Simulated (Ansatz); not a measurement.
# Yb (Yb, diamond): the cost of one run

Program: Ansatz 0.2.0. Level of theory: DFT PBEsol, plane waves (420 eV) with PAW, scalar-relativistic; the PAW data stem from PBE, with regenerated cores. These are calculated values, not measurements.

## (1) The system as given

It takes space group Fd-3m (No. 227, cubic). Conventional cell: a = 7.639 Å, b = 7.639 Å, c = 7.639 Å, α = 90.00°, β = 90.00°, γ = 90.00°. Around Yb (site symmetry -43m) lie 4 Yb at 3.31 Å.

Coordinates:

```
Yb
1.0
     0.00000    3.81970    3.81970
     3.81970    0.00000    3.81970
     3.81970    3.81970    0.00000
Yb
2
Direct
  0.12500 0.12500 0.12500
  0.87500 0.87500 0.87500
```

## (2) Relaxing cell and atoms

input.yaml

```yaml
crystal:
  lattice:
    - [0.0, 3.8197026988, 3.8197026988]
    - [3.8197026988, 0.0, 3.8197026988]
    - [3.8197026988, 3.8197026988, 0.0]
  atoms:
    - { symbol: Yb, position: [0.125, 0.125, 0.125] }
    - { symbol: Yb, position: [0.875, 0.875, 0.875] }
hamiltonian:
  xc: pbesol
  pseudopotentials:
    kind: paw
    azcp:
      Yb: "pseudopotentials/Yb.paw.azcp"
basis:
  ecutwfc: 420
  fft_grid_basis: typed
kpoints:
  mp_grid: { grid: [7, 7, 7], shift: [0, 0, 0] }
magnetization:
  spin_polarized: false
scf:
  occupations: { method: fermi_dirac, width: 0.1 }
relax:
  max_steps: 60
  f_tol: 0.01
  cell: {}
output:
  write_density: true
  write_potential: true
  elf: true
  volumetric_format: npy
```

Q: Estimate wall time and peak memory on 2 threads of Intel Xeon Platinum 8259CL at 2.50GHz (Skylake/Cascade Lake), shared host.

About 16 s, with a peak of 0.59 GiB.
